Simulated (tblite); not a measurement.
# C2H8BrGeN: the cost of one run

The runs use tblite 0.8.0 and PySCF 2.14.0, with density-fitted response routines of our own; the level of theory stands in each step. All values are computed, except where a source is named. Atoms are numbered from 0 throughout.

### Step 1. The starting structure

13 atoms, charge 0, multiplicity 1; geometry from: force field or distance geometry start.

Bonds of the start (Å): C0–N1 1.42, N1–C2 1.41, N1–Ge3 1.82, Ge3–Br4 2.32, C0–H5 1.13, C0–H6 1.12, C0–H7 1.11, C2–H8 1.12, C2–H9 1.10, C2–H10 1.12, Ge3–H11 1.57, Ge3–H12 1.56.

### Step 2. Relaxing the molecule with GFN2-xTB

Job settings and geometry (Å):

```
{"job": {"kind": "relax", "xc": "GFN2-xTB", "basis": "xTB"}, "charge": 0, "multiplicity": 1}
C     -1.010900    -1.045100    -0.391200
N     -0.155800     0.072600    -0.215100
C     -0.724800     1.278000     0.244600
Ge     1.572400    -0.263600     0.237400
Br     2.919600     0.881400    -1.272200
H     -2.088900    -0.820000    -0.132200
H     -0.933200    -1.338500    -1.470400
H     -0.649900    -1.905900     0.208600
H     -1.844000     1.185800     0.280400
H     -0.412400     1.631000     1.236700
H     -0.489600     2.064300    -0.510900
H      1.848400    -1.798300     0.058900
H      1.964600     0.058700     1.707700
```

Command:

```sh
$ OMP_NUM_THREADS=1 python probes_run.py task.json out
```

The driver reads the jobs from task.json and runs them one after another.

**Question.** How long does this first job take on 1 thread of Arm Neoverse N1, shared host, and how much memory does it need?

About 1 s, with a peak of 0.18 GiB.
